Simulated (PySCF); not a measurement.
# C6H11Ga: electronic excitations

What electronic excitations should C6H11Ga (`C#[C][GaH][C](C)(C)C`) show?

Computed with PySCF 2.14.0, with density-fitted response routines of our own, on a single molecule in the gas phase. Atoms count from 0, in the outputs and in this text.

### 1 The molecule as given

18 atoms, charge 0, multiplicity 1; geometry from: GFN2-xTB.

Bonds of the start (Å): C0–C1 1.21, C1–Ga2 1.98, Ga2–C3 2.08, C3–C4 1.53, C3–C5 1.53, C3–C6 1.53, C0–H7 1.06, Ga2–H8 1.60, C4–H9 1.09, C4–H10 1.09, C4–H11 1.09, C5–H12 1.09, C5–H13 1.09, C5–H14 1.09, C6–H15 1.09, C6–H16 1.09, C6–H17 1.09.

### 2 TDDFT and polarisability: CAM-B3LYP/def2-SVPD

The job: settings as JSON, then the geometry in Å.

```
{"job": {"kind": "uv", "xc": "CAM-B3LYP", "basis": "def2-SVPD", "nstates": 8, "ntriplets": 3}, "charge": 0, "multiplicity": 1}
C      3.275714     2.322230     0.150590
C      2.511054     1.549815    -0.379573
Ga     1.251837     0.289210    -1.235036
C     -0.516835    -0.356734    -0.355636
C     -1.667963     0.597671    -0.690283
C     -0.819386    -1.741661    -0.928927
C     -0.328181    -0.409164     1.159909
H      3.949169     2.996104     0.606285
H      1.712651    -0.231171    -2.673073
H     -1.819922     0.654183    -1.770534
H     -1.452948     1.601783    -0.317969
H     -2.597858     0.254086    -0.231290
H     -0.824917    -1.703366    -2.022808
H     -1.793692    -2.103001    -0.594700
H     -0.057546    -2.460854    -0.618498
H      0.008904     0.562731     1.530797
H      0.423869    -1.153873     1.429673
H     -1.262710    -0.661674     1.664657
```

With the program's defaults for keys left out, this is: TDDFT CAM-B3LYP/def2-SVPD, vertical, gas phase, core orbitals frozen in the response.

The run is started by

```bash
$ OMP_NUM_THREADS=1 python probes_run.py task.json out
```

The driver reads the jobs from task.json and runs them one after another.

Predict these results of the whole session: lowest singlet (CAM-B3LYP/def2-SVPD); brightest single state of those computed; lowest triplet.

The runs gave:

| quantity | value |
| --- | --- |
| lowest singlet (CAM-B3LYP/def2-SVPD) | 4.18 eV (296 nm), f = 0.000 |
| brightest single state of those computed | state 5, 6.59 eV, f = 0.062 |
| lowest triplet | 3.88 eV |

The first singlet state (HOMO→LUMO 0.97) lies at 4.18 eV and is dark; of the 8 states computed, the strongest absorption comes from states 5 to 6 together at 6.59 eV. The lowest triplet lies 0.30 eV below the lowest singlet (triplets in Tamm-Dancoff, singlets in full TDDFT).
